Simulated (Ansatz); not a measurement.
**CH8BGaSi: up Jacob's ladder to CCSD(T)**

One table from this session's results is given with a row withheld; the runs are named, their logs left out.

The runs use Ansatz 0.2.0, Gaussian basis; functionals in def2-TZVPP, the program's frozen cores in correlated methods.

Levels to be run: LDA (SPW92), PBE-D4, revPBE-D4, BLYP-D4, r2SCAN-D4, B97M-V, PBE0-D4, B3LYP-D4, r2SCANh-D4, r2SCAN0-D4, HSE06-D4, BHLYP-D4, CAM-B3LYP-D4, LC-ωPBE, ωB97X-V, ωB97M-V, B2PLYP, PBE-QIDH; CCSD(T)/def2-SVP; CCSD(T)/def2-TZVPP; MP2/def2-QZVPP; extrapolation to the limit; RPA on PBE.

### Structure used throughout

The geometry comes from an earlier relaxation with PBE0-D4 in a triple-zeta def2 set; it is a stationary point, not always the lowest conformer.

12 atoms, charge 0, spin multiplicity 1.

Atoms are counted from 1 here; the program's logs count them from 0.

Bond lengths: B1–Ga2 2.059 Å, B1–H5 1.199 Å, B1–H6 1.199 Å, Ga2–Si3 2.424 Å, Ga2–H7 1.581 Å, Si3–C4 1.881 Å, Si3–H8 1.493 Å, Si3–H9 1.496 Å, C4–H10 1.092 Å, C4–H11 1.092 Å, C4–H12 1.092 Å. Angles: Ga2–B1–H5 122.2°, Ga2–B1–H6 121.9°, H5–B1–H6 115.8°, B1–Ga2–Si3 123.0°, B1–Ga2–H7 121.1°, Si3–Ga2–H7 115.9°, Ga2–Si3–C4 114.2°, Ga2–Si3–H8 110.6°, Ga2–Si3–H9 107.0°, C4–Si3–H8 109.5°, C4–Si3–H9 109.3°, H8–Si3–H9 105.9°, Si3–C4–H10 110.9°, Si3–C4–H11 110.6°, Si3–C4–H12 110.8°, H10–C4–H11 108.4°, H10–C4–H12 108.2°, H11–C4–H12 107.8°.

Set-up of the first run:

in.yaml reads:

```yaml
crystal:
  periodic: [false, false, false]
  atoms:
    - {symbol: B, position_ang: [-0.833904, 2.959587, 0.527461]}
    - {symbol: Ga, position_ang: [0.382938, 1.352087, 0.107117]}
    - {symbol: Si, position_ang: [-0.472409, -0.877797, -0.308235]}
    - {symbol: C, position_ang: [0.818486, -2.237795, -0.163211]}
    - {symbol: H, position_ang: [-1.314897, 3.639802, -0.334684]}
    - {symbol: H, position_ang: [-1.136506, 3.249316, 1.650945]}
    - {symbol: H, position_ang: [1.951981, 1.520019, 0.009873]}
    - {symbol: H, position_ang: [-1.617239, -1.179055, 0.602119]}
    - {symbol: H, position_ang: [-1.037725, -0.877537, -1.693170]}
    - {symbol: H, position_ang: [0.386980, -3.212578, -0.401846]}
    - {symbol: H, position_ang: [1.649756, -2.052776, -0.846849]}
    - {symbol: H, position_ang: [1.222540, -2.283273, 0.850489]}
basis:
  gaussian: {orbitals: def2-TZVPP}
hamiltonian: {xc: lda}
output: {orbitals: {seedname: orbitals}}
```

On the command line:

```bash
$ ansatz run in.yaml --threads 4 --pin off --events-out ev --progress --plain --max-ram 10444MiB
```

Among the steps run: LDA; PBE-D4 (GGA); revPBE-D4 (GGA); BLYP-D4 (GGA); r2SCAN-D4 (meta-GGA); B97M-V (meta-GGA); B3LYP-D4 (hybrid); r2SCANh-D4 (hybrid); r2SCAN0-D4 (hybrid); HSE06-D4 (hybrid); BHLYP-D4 (hybrid); CAM-B3LYP-D4 (range-separated); LC-ωPBE (range-separated); ωB97X-V (range-separated); ωB97M-V (range-separated); B2PLYP (double hybrid); PBE-QIDH (double hybrid).

One table of the session follows, with a row left open; its other results are not shown here.

It belongs to the step «Orbital energies across the functionals». 

| functional | HOMO (eV) | LUMO (eV) | gap (eV) |
| --- | --- | --- | --- |
| LDA (SPW92) | -6.05 | -3.35 | 2.70 |
| PBE-D4 | -5.93 | -3.09 | 2.84 |
| revPBE-D4 | -5.88 | -2.97 | 2.91 |
| BLYP-D4 | -5.78 | -2.91 | 2.87 |
| r2SCAN-D4 | -6.14 | -2.75 | 3.40 |
| B97M-V | -6.22 | -2.87 | 3.35 |
| PBE0-D4 | -6.95 | -2.14 | 4.81 |
| B3LYP-D4 | -6.75 | -2.33 | 4.42 |
| r2SCANh-D4 | -6.52 | -2.42 | 4.09 |
| r2SCAN0-D4 | -7.09 | -1.95 | 5.14 |
| HSE06-D4 | ? | ? | ? |
| BHLYP-D4 | -7.86 | -1.12 | 6.74 |
| CAM-B3LYP-D4 | -8.17 | -1.05 | 7.12 |
| LC-ωPBE | -9.46 | 0.12 | 9.58 |
| ωB97X-V | -9.13 | 0.01 | 9.13 |
| ωB97M-V | -8.94 | -0.25 | 8.68 |

Q: Estimate the row for HSE06-D4 from the others.

As computed: HOMO (eV): -6.56; LUMO (eV): -2.52; gap (eV): 4.04. In the column «HOMO (eV)» it lies between B3LYP-D4 (-6.75) and r2SCANh-D4 (-6.52).
